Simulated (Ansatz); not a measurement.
# MgS (rocksalt type): how the settings move a single-point run

How sensitive is a single-point run of MgS (rocksalt type) to its settings? A reference run comes first, then one run with altered input.

Method: reference: DFT, PBEsol, PAW with Ansatz's default frozen-core files, scalar-relativistic, in Ansatz 0.2.0.

1 further run of the same task is left out (set aside as unsound or not needed).

### Step 1. Starting point

It takes space group Fm-3m (No. 225, cubic). The conventional cell has a = 5.298 Å, b = 5.298 Å, c = 5.298 Å, α = 90.00°, β = 90.00°, γ = 90.00°. Mg (site symmetry m-3m) is surrounded by 6 S at 2.65 Å. S (site symmetry m-3m) is surrounded by 6 Mg at 2.65 Å.

Coordinates:

```xyz
2
Lattice="0.0000 2.6488 2.6488 2.6488 0.0000 2.6488 2.6488 2.6488 0.0000" Properties=species:S:1:pos:R:3 pbc="T T T"
Mg    0.0000    0.0000    0.0000
S     2.6488    2.6488    2.6488
```

### Step 2. The reference run

Input file input.yaml:

```yaml
crystal:
  lattice:
    - [0.0, 2.64884535, 2.64884535]
    - [2.64884535, 0.0, 2.64884535]
    - [2.64884535, 2.64884535, 0.0]
  atoms:
    - { symbol: Mg, position: [0.0, 0.0, 0.0] }
    - { symbol: S, position: [0.5, 0.5, 0.5] }
kpoints:
  mp_grid: { grid: [14, 14, 14] }
scf:
  occupations: { method: fermi_dirac, width: 0.03 }
hamiltonian:
  xc: pbesol
  pseudopotentials: { kind: paw }
output:
  forces: true
  stress: true
  eigenvalues: true
  efg: { contact_densities: true }
```

Command:

```
$ ansatz run input.yaml --threads 1 --pin off --max-ram 2048MiB --backend cpu --events-out ev --progress --plain --runs-dir out
```

### Step 3. Variant: ecutwfc 44.1 Ry

input.yaml: that of step 2 with these lines changed.

```diff
@@ -20 +20,3 @@
   efg: { contact_densities: true }
+basis:
+  ecutwfc: "44.1 Ry"
```

**Question.** What will these runs give? Wanted: for each run, ending; energy change; pressure; gap; force.

As calculated:

```
               run     ending  energy change  pressure (GPa)  gap (eV)  force (eV/Å)  cycles   time
         reference  converged              0            -4.5      2.59          0.00       6  2.6 s
1: ecutwfc 44.1 Ry  converged  -0.2 meV/atom            -4.5      2.59          0.00       6  3.7 s
```

Residual by cycle in the longest SCF loop of each run; runs are numbered as in the table. The quantity is the density residual dr2, in eV.

```
cycle  reference    run 1
    1    0.00813  0.00789
    2     2.3e-4   2.4e-4
    3     3.9e-5   3.6e-5
    4     6.5e-7   5.7e-7
    5     3.9e-9   2.8e-9
    6    3.8e-10  2.2e-10
```

What this shows: Changing the cutoff hardly moves the energy: -0.2 meV/atom.

The gaps are Kohn-Sham values of a semilocal functional, not quasiparticle or optical gaps. Such gaps usually fall short of the measured ones.
